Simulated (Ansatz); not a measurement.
Predict the output of the script below (Ansatz's Python interface).

Input file `input.yaml`:
```yaml
crystal:
  periodic: [false, false, false]
  atoms:
    - { symbol: C, position_ang: [-0.859, 0.4506, -0.8159] }
    - { symbol: Si, position_ang: [-0.2163, -0.9269, 0.1416] }
    - { symbol: C, position_ang: [1.0388, 0.2968, 0.6793] }
    - { symbol: Se, position_ang: [0.4793, 1.8532, -0.3008] }
    - { symbol: H, position_ang: [-0.8659, 0.294, -1.9368] }
    - { symbol: H, position_ang: [-1.9262, 0.7818, -0.4824] }
    - { symbol: H, position_ang: [0.3741, -1.9693, -0.7202] }
    - { symbol: H, position_ang: [-1.06, -1.3192, 1.2343] }
    - { symbol: H, position_ang: [1.0309, 0.4842, 1.8304] }
    - { symbol: H, position_ang: [2.0873, 0.0036, 0.3736] }
basis:
  gaussian: { orbitals: def2-SVP }
hamiltonian:
  xc: b3lyp
output:
  forces: true
```

`c2h6sesi_deck.py`
```python
# -*- coding: utf-8 -*-
'''C2H6SeSi through the session interface.'''

import ansatz as az
import numpy as np
import pandas as pd

session = az.Session.from_deck('input.yaml')
summary = session.plan(threads=1).execute().report

print(f'E = {summary["free_energy_ev"]:.6f} eV = {summary["free_energy_ev"] / 27.211386246:.7f} Ha')
print('converged:', summary['converged'], ' doubts:', summary['published_state_doubts'] or 'none')
symbols = ['C', 'Si', 'C', 'Se', 'H', 'H', 'H', 'H', 'H', 'H']
field = summary['mean_field']
print('<S^2> =', round(abs(field['state']['spin_squared']), 4), ' all-electron relativity setting:', field['relativity'])
print('passes:', field['passes'])
if 'symmetry' in field:
    print('occupied orbitals by irrep:', field['symmetry']['occupied'])

print('forces (eV/A)')
for symbol, f in zip(symbols, summary['forces_ev_ang']):
    print(f'  {symbol:2s} {f[0]:9.4f} {f[1]:9.4f} {f[2]:9.4f}')
charges = summary['charge_distribution']
table = pd.DataFrame({'atom': symbols, 'mulliken': charges['mulliken_charges_e'], 'lowdin': charges['lowdin_charges_e']})
print(table.round(3).to_string())
print('dipole (e A):', np.round(charges['dipole_moment_e_ang'], 4) + 0.0)
```

```console
$ python c2h6sesi_deck.py
E = -75387.341647 eV = -2770.4337062 Ha
converged: True  doubts: none
<S^2> = 0.0  all-electron relativity setting: none
passes: {'evaluations': 15, 'products': 12}
occupied orbitals by irrep: [{'A': 33}, {'A': 33}]
forces (eV/A)
  C    -3.7839    2.2229   -2.6068
  Si    0.9614   -0.3633   -0.0887
  C     3.5073   -0.2642    3.4690
  Se   -0.7975   -0.1739   -0.5146
  H    -0.2355    0.2638    0.8814
  H     1.4906   -0.4273   -0.7788
  H    -0.1092   -0.5340    0.0724
  H    -0.6810   -0.7472    0.6715
  H     0.2983   -0.2575   -1.6697
  H    -0.6506    0.2806    0.5643
  atom  mulliken  lowdin
0    C    -0.293  -0.201
1   Si     0.493   0.318
2    C    -0.296  -0.228
3   Se    -0.019   0.214
4    H     0.073   0.010
5    H     0.076   0.022
6    H    -0.088  -0.078
7    H    -0.088  -0.080
8    H     0.071   0.018
9    H     0.069   0.006
dipole (e A): [-0.0952 -0.2988  0.0445]
```

Notes:
- The settings weren't tested for convergence.
- The geometry is a force-field or estimated start, not a minimum of this method, and the basis set is short of its limit.
- The Löwdin charges here are taken after orthogonalising the functions within each atom; they differ from plain Löwdin charges, and their signs can be unphysical.
- It ran for 6.1 s on 1 thread of Arm Neoverse V1, on a shared host, peak memory 0.33 GiB.

(A comment or docstring line of the script was reworded after the run, the code is as it ran; lines on the test bed's own set-up are left out of the output.)
